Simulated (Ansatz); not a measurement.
**GaN₂H (quintet): wave-function methods side by side, cc-pVDZ**

One table from this session's results is given with a row withheld; the runs are named, their logs left out.

Computed with Ansatz 0.2.0, Gaussian basis. Level: cc-pVDZ, core rule «outside noble gas», up to 16 orbitals frozen.

To be run: UHF; CCSD(T) on ROHF; CCSD(T) on UHF; BCCD(T) on ROHF; CISD; CCSDT(Q) on ROHF; CCSDT(Q) on UHF.

34 further runs of the same task are left out: 4 for a known fault of the program, 11 that didn't finish, 19 set aside as unsound or not needed.

### What is computed

The geometry is a PBE0/def2-TZVP stationary point (not a proven minimum) of the parent state, kept for this charge and spin. No spin-orbit coupling is included. The filled d shell of Ga may be among the frozen orbitals whatever the setting's name suggests; the logs give the count.

4 atoms, charge 0, spin multiplicity 5.

Atoms are counted from 1 here; the program's logs count them from 0.

Bond lengths: Ga1–N2 1.931 Å, N2–N3 1.221 Å, N3–H4 1.025 Å. Angles: Ga1–N2–N3 159.6°, N2–N3–H4 120.5°.

As a file:

```xyz
4

Ga    0.00001   -0.12841    2.21604
N     0.00005    0.02711    0.29150
N     0.00001   -0.30406   -0.88385
H    -0.00007    0.40536   -1.62369
```

The first run:

File in.yaml:

```yaml
crystal:
  periodic: [false, false, false]
  atoms:
    - {symbol: Ga, position_ang: [0.000012, -0.128408, 2.216041]}
    - {symbol: N, position_ang: [0.000052, 0.027110, 0.291499]}
    - {symbol: N, position_ang: [0.000009, -0.304058, -0.883846]}
    - {symbol: H, position_ang: [-0.000074, 0.405356, -1.623694]}
basis:
  gaussian: {orbitals: cc-pVDZ}
magnetization: {spin_polarized: true, initial_magnetization: 4}
hamiltonian: {xc: hf}
output: {orbitals: {seedname: orbitals}}
```

Started as:

```
$ ansatz run in.yaml --threads 1 --pin off --events-out ev --progress --plain --max-ram 2393MiB
```

Among the steps run: UHF; CCSD(T) on ROHF; CCSD(T) on UHF; BCCD(T) on ROHF; CISD; CCSDT(Q) on ROHF; CCSDT(Q) on UHF.

One table of the session follows, with a row left open; its other results are not shown here.

| method | from RCCSDT(Q) (kJ/mol) |
| --- | --- |
| ROHF | +986.7 |
| UHF | +952.1 |
| RMP2 | +84.3 |
| UMP2 | +100.1 |
| RCCSD | +43.4 |
| UCCSD | +39.7 |
| RCCSD(T) | +6.6 |
| UCCSD(T) | ? |
| BCCD(T) | +7.0 |
| RCCSDT | +4.5 |
| UCCSDT | +2.1 |
| RCCSDT(Q) | 0 |
| UCCSDT(Q) | -2.6 |

Estimate the missing values for UCCSD(T).

The run gave: from RCCSDT(Q) (kJ/mol): +4.8. In the column «from RCCSDT(Q) (kJ/mol)» it lies between RCCSDT (+4.5) and RCCSD(T) (+6.6).

Not comparable, so not listed: CISD (they don't share determinant, frozen orbitals or solution with the rows shown, or repeat one).

Caveats from the session: Restricted and unrestricted rows rest on different reference determinants; where their highest levels disagree by more than a few hundredths of an eV, they describe different states and don't form one ladder.
